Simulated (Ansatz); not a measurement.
# Cl2FH5OSi2: the cost of one run

Program: Ansatz 0.2.0. Level of theory: UKS PBE-D4/STO-3G. These are calculated values, not measurements.

### 1 The structure to begin with

Bond lengths: Si1–F2 2.003 Å, Si1–Cl3 1.988 Å, Si1–Cl4 2.029 Å, Si1–H5 1.439 Å, Si1–O7 2.064 Å, O7–Si8 1.627 Å, Si8–H9 1.461 Å, Si8–H10 1.461 Å, Si8–H11 1.459 Å. Angles (14 of 17 angles, heavy atoms first): F2–Si1–Cl3 88.6°, F2–Si1–Cl4 158.0°, F2–Si1–O7 67.3°, Cl3–Si1–Cl4 104.9°, Cl3–Si1–O7 109.5°, Cl4–Si1–O7 91.5°, Si1–O7–Si8 145.3°, F2–Si1–H5 81.3°, Cl3–Si1–H5 127.4°, Cl4–Si1–H5 102.9°, H5–Si1–O7 113.4°, O7–Si8–H9 108.9°, O7–Si8–H10 102.2°, O7–Si8–H11 107.8°.

Structure file:

```xyz
11

Si   -0.3727    0.9105   -1.3364
F     1.5124    1.3936   -0.8615
Cl    0.3349   -0.1391   -2.8693
Cl   -2.2645    0.2294   -1.0659
H    -0.5295    2.3384   -1.2518
H     1.2877    0.6914    0.0876
O     0.2478    0.0471    0.4330
Si   -0.0191   -1.1476    1.5047
H    -0.0528   -2.4226    0.7923
H     1.1384   -1.0329    2.3894
H    -1.2827   -0.8681    2.1779
```

### 2 Run 1

150 steps of 0.5 fs at constant energy, with velocities drawn for 600 K.

input.yaml

```yaml
crystal:
  periodic: [false, false, false]
  atoms:
    - { symbol: Si, position_ang: [-0.3727, 0.9105, -1.3364] }
    - { symbol: F, position_ang: [1.5124, 1.3936, -0.8615] }
    - { symbol: Cl, position_ang: [0.3349, -0.1391, -2.8693] }
    - { symbol: Cl, position_ang: [-2.2645, 0.2294, -1.0659] }
    - { symbol: H, position_ang: [-0.5295, 2.3384, -1.2518] }
    - { symbol: H, position_ang: [1.2877, 0.6914, 0.0876] }
    - { symbol: O, position_ang: [0.2478, 0.0471, 0.433] }
    - { symbol: Si, position_ang: [-0.0191, -1.1476, 1.5047] }
    - { symbol: H, position_ang: [-0.0528, -2.4226, 0.7923] }
    - { symbol: H, position_ang: [1.1384, -1.0329, 2.3894] }
    - { symbol: H, position_ang: [-1.2827, -0.8681, 2.1779] }
magnetization:
  spin_polarized: true
basis:
  gaussian: { orbitals: STO-3G }
hamiltonian:
  xc: pbe
  dispersion: d4
md:
  timestep: 0.5
  n_steps: 150
  ensemble: nve
  temperature: 600.0
  initial_velocities: maxwell_boltzmann
  seed: 505613
```

The run is started by

```
ansatz run input.yaml --threads 1 --pin off --max-ram 2048MiB --backend cpu --events-out ev --progress --plain --runs-dir out
```

Q: Estimate wall time and peak memory on 1 thread of Arm Neoverse V2, shared host.

About 12 min, with a peak of 0.13 GiB.
